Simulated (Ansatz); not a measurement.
# C3H5FOSi: molecular dynamics

Aim: follow the molecule's vibrations and see whether its bonds hold. The start is relaxed first. Runs: 600 steps of 0.5 fs under a Langevin thermostat at 1000 K. SMILES of the start: O[SiH]1CC=C1F.

All numbers below are computed with Ansatz 0.2.0 (RKS PBE-D4/STO-3G).

### 1 The structure to begin with

Bond lengths: O1–Si2 1.676 Å, Si2–C3 1.857 Å, C3–C4 1.498 Å, Si2–C5 1.865 Å, C4–C5 1.428 Å, C5–F6 1.352 Å, O1–H7 0.998 Å, Si2–H8 1.451 Å, C3–H9 1.158 Å, C3–H10 1.105 Å, C4–H11 1.058 Å. Angles (14 of 19 angles, heavy atoms first): O1–Si2–C3 115.9°, O1–Si2–C5 115.8°, C3–Si2–C5 73.2°, Si2–C3–C4 93.1°, C3–C4–C5 98.6°, Si2–C5–C4 95.2°, Si2–C5–F6 133.2°, C4–C5–F6 131.7°, O1–Si2–H8 114.3°, C3–Si2–H8 115.1°, C5–Si2–H8 116.5°, Si2–O1–H7 111.7°, Si2–C3–H9 114.9°, Si2–C3–H10 115.4°.

As a file:

```xyz
11

O    -0.3245   -2.0241   -1.0588
Si   -0.4943   -0.9360    0.2052
C     1.0050    0.0850    0.6045
C     0.3855    1.3455    0.0830
C    -0.8905    0.8198   -0.2825
F    -1.9912    1.4105   -0.7990
H    -0.3054   -1.5621   -1.9432
H    -1.2034   -1.4632    1.3557
H     1.2882    0.1155    1.7269
H     1.9344   -0.2142    0.0862
H     0.6616    2.3662    0.0425
```

### 2 Relaxing the start

The input, input.yaml:

```yaml
crystal:
  periodic: [false, false, false]
  atoms:
    - { symbol: O, position_ang: [-0.3245, -2.0241, -1.0588] }
    - { symbol: Si, position_ang: [-0.4943, -0.936, 0.2052] }
    - { symbol: C, position_ang: [1.005, 0.085, 0.6045] }
    - { symbol: C, position_ang: [0.3855, 1.3455, 0.083] }
    - { symbol: C, position_ang: [-0.8905, 0.8198, -0.2825] }
    - { symbol: F, position_ang: [-1.9912, 1.4105, -0.799] }
    - { symbol: H, position_ang: [-0.3054, -1.5621, -1.9432] }
    - { symbol: H, position_ang: [-1.2034, -1.4632, 1.3557] }
    - { symbol: H, position_ang: [1.2882, 0.1155, 1.7269] }
    - { symbol: H, position_ang: [1.9344, -0.2142, 0.0862] }
    - { symbol: H, position_ang: [0.6616, 2.3662, 0.0425] }
basis:
  gaussian: { orbitals: STO-3G }
hamiltonian:
  xc: pbe
  dispersion: d4
relax:
  f_tol: 0.02
  max_steps: 40
scf:
  lower_state_search: "off"
```

Launch:

```
$ ansatz run input.yaml --threads 1 --pin off --max-ram 2048MiB --backend cpu --events-out ev --progress --plain --runs-dir out
```

Further steps of the session: Dynamics.

**Question.** What will these runs give? Wanted: relaxation of the start; temperature, first and last step; temperature, second half; potential energy, second half; bonds formed or broken.

As calculated:

| quantity | value |
| --- | --- |
| relaxation of the start | 5 moves, 0.630 eV lower |
| length | 600 steps of 0.5 fs |
| temperature, first and last step | 909 and 1168 K |
| temperature, second half | mean 815 K, from 357 to 1389 K |
| potential energy, second half | +83 meV/atom from the start |
| bonds formed or broken | 0 |

Against a set 1000 K the second half averages 815 K with a spread of 192 K. The bonding pattern survives the run. A run of 300 fs with 11 atoms shows the motion but fixes no equilibrium value. The nuclei move classically, without zero-point motion, which matters most for hydrogen. The basis is very small, so the numbers are rough.
